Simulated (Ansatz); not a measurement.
# F4H6NOSiTa: the cost of one run

All numbers below are computed with Ansatz 0.2.0 (RKS PBE/def2-SVP).

## Step 1: Starting point

Bond lengths: Ta1–O2 2.370 Å, O2–H3 1.010 Å, Ta1–F4 1.930 Å, Ta1–F5 1.930 Å, Ta1–F6 1.930 Å, Ta1–F7 1.930 Å, Ta1–N8 2.460 Å, N8–H9 1.060 Å, N8–Si10 1.820 Å, Si10–H11 1.460 Å, Si10–H12 1.460 Å, Si10–H13 1.460 Å, Ta1–H14 2.408 Å. Angles (14 of 31 angles, heavy atoms first): O2–Ta1–F4 90.0°, O2–Ta1–F5 90.0°, O2–Ta1–F6 120.0°, O2–Ta1–F7 120.0°, O2–Ta1–N8 71.6°, F4–Ta1–F5 180.0°, F4–Ta1–F6 90.0°, F4–Ta1–F7 90.0°, F4–Ta1–N8 59.6°, F5–Ta1–F6 90.0°, F5–Ta1–F7 90.0°, F5–Ta1–N8 120.4°, F6–Ta1–F7 120.0°, F6–Ta1–N8 148.6°.

Coordinates:

```xyz
14

Ta    0.0000    0.0000    0.0000
O     2.3700    0.0000    0.0000
H     2.7071   -0.5308    0.7903
F     0.0000    0.0000    1.9300
F     0.0000    0.0000   -1.9300
F    -0.9650    1.6714    0.0000
F    -0.9650   -1.6714    0.0000
N     0.7757   -1.9759    1.2433
H     0.2944   -2.9105    1.1069
Si    2.1759   -1.8331    2.3972
H     2.7731   -3.1492    2.6040
H     3.1763   -0.9275    1.8398
H     1.7030   -1.3079    3.6747
H     1.9581   -1.1857    0.7461
```

## Step 2: Pulling towards end A

Springs on the bonds that form and break draw the guess towards this end; the thresholds are loose.

Input file input.yaml:

```yaml
crystal:
  periodic: [false, false, false]
  atoms:
    - { symbol: Ta, position_ang: [0.0, 0.0, 0.0] }
    - { symbol: O, position_ang: [2.37, 0.0, 0.0] }
    - { symbol: H, position_ang: [2.7071, -0.5308, 0.7903] }
    - { symbol: F, position_ang: [0.0, 0.0, 1.93] }
    - { symbol: F, position_ang: [0.0, 0.0, -1.93] }
    - { symbol: F, position_ang: [-0.965, 1.6714, 0.0] }
    - { symbol: F, position_ang: [-0.965, -1.6714, 0.0] }
    - { symbol: "N", position_ang: [0.7757, -1.9759, 1.2433] }
    - { symbol: H, position_ang: [0.2944, -2.9105, 1.1069] }
    - { symbol: Si, position_ang: [2.1759, -1.8331, 2.3972] }
    - { symbol: H, position_ang: [2.7731, -3.1492, 2.604] }
    - { symbol: H, position_ang: [3.1763, -0.9275, 1.8398] }
    - { symbol: H, position_ang: [1.703, -1.3079, 3.6747] }
    - { symbol: H, position_ang: [1.9581, -1.1857, 0.7461] }
basis:
  gaussian: { orbitals: def2-SVP }
hamiltonian:
  xc: pbe
relax:
  f_tol: 0.15
  max_steps: 25
  restrain:
    - { distance: [0, 7], at: 3.36, k: 30.0 }
    - { distance: [13, 1], at: 2.21, k: 30.0 }
    - { distance: [0, 1], at: 2.02, k: 30.0 }
    - { distance: [13, 7], at: 1.06, k: 30.0 }
```

On the command line:

```bash
> ansatz run input.yaml --threads 4 --pin off --max-ram 5120MiB --backend cpu --events-out ev --progress --plain --runs-dir out
```

**Question.** How long does this run take on 4 threads of Arm Neoverse V2, shared host, and how much memory does it need?

About 51 s, with a peak of 0.26 GiB.
